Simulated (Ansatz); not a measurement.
**KCl (Fm-3m): compression over a wide range**

The task here is to estimate one member of a computed series from the others.

Computed with Ansatz 0.2.0 (DFT PBE, scalar-relativistic, plane waves, PAW, unless a step's input says otherwise).

### The structure to begin with

The structure is cubic, space group Fm-3m (No. 225). Conventional cell: a = 6.381 Å, b = 6.381 Å, c = 6.381 Å, α = 90.00°, β = 90.00°, γ = 90.00°. K (site symmetry m-3m) is surrounded by 6 Cl at 3.19 Å. Around Cl (site symmetry m-3m) lie 6 K at 3.19 Å.

As a file:

```xyz
2
Lattice="0.0000 3.1906 3.1906 3.1906 0.0000 3.1906 3.1906 3.1906 0.0000" Properties=species:S:1:pos:R:3 pbc="T T T"
K     0.0000    0.0000    0.0000
Cl    3.1906    3.1906    3.1906
```

An earlier run at PBE left this cell at 32.481 Å³/atom and 0.00 GPa (8×8×8 mesh).

The first run:

input.yaml

```yaml
crystal:
  lattice:
    - [0.0, 3.147519758, 3.147519758]
    - [3.147519758, 0.0, 3.147519758]
    - [3.147519758, 3.147519758, 0.0]
  atoms:
    - { symbol: K, position: [0.0, 0.0, 0.0] }
    - { symbol: Cl, position: [0.5, 0.5, 0.5] }
basis:
  ecutwfc: 420
  ecutrho_ratio: 4
kpoints:
  mp_grid: { grid: [8, 8, 8] }
hamiltonian:
  xc: pbe
scf:
  occupations: { method: gaussian, width: 0.05 }
output:
  forces: true
  stress: true
  eigenvalues: true
```

The run is started by

```console
$ ansatz run input.yaml --threads 1 --pin off --max-ram 2560MiB --backend cpu --events-out ev --progress --plain --runs-dir out
```

Steps of the session up to this table: Volume × 0.96; Volume × 1.04; Volume × 0.92; Volume × 0.88; Volume × 0.84; Volume × 0.8.

One table of the session follows, with a row left open; its other results are not shown here.

It belongs to the step «The curve». 

```
volume (Å³/atom)  energy above the lowest (meV/atom)  pressure (GPa)  gap on the mesh (eV)
          25.985                               101.7             6.2                  5.89
          27.284                                59.3             4.3                  5.68
          28.584                                30.5             2.8                  5.50
          29.883                                   ?               ?                     ?
          31.182                                 2.9             0.7                  5.19
          32.481                                 0.0             0.0                  5.05
          33.781                                 2.4            -0.6                  4.92
```

Estimate the missing values for volume (Å³/atom) = 29.883.

Worked estimate for «energy above the lowest (meV/atom)». A straight line through the neighbours (28.584, 30.5) and (31.182, 2.9) gives 30.5 + (2.9 − 30.5) × (29.883 − 28.584) / (31.182 − 28.584) = 16.7; a parabola fitted to 4 rows on both sides gives 12.4.

The run gave: energy above the lowest (meV/atom): 12.4; pressure (GPa): 1.7; gap on the mesh (eV): 5.34. In «energy above the lowest (meV/atom)» the line misses by +4.3 and the parabola by 0.0.

Caveats from the session: Other structures may be lower in enthalpy at these pressures.
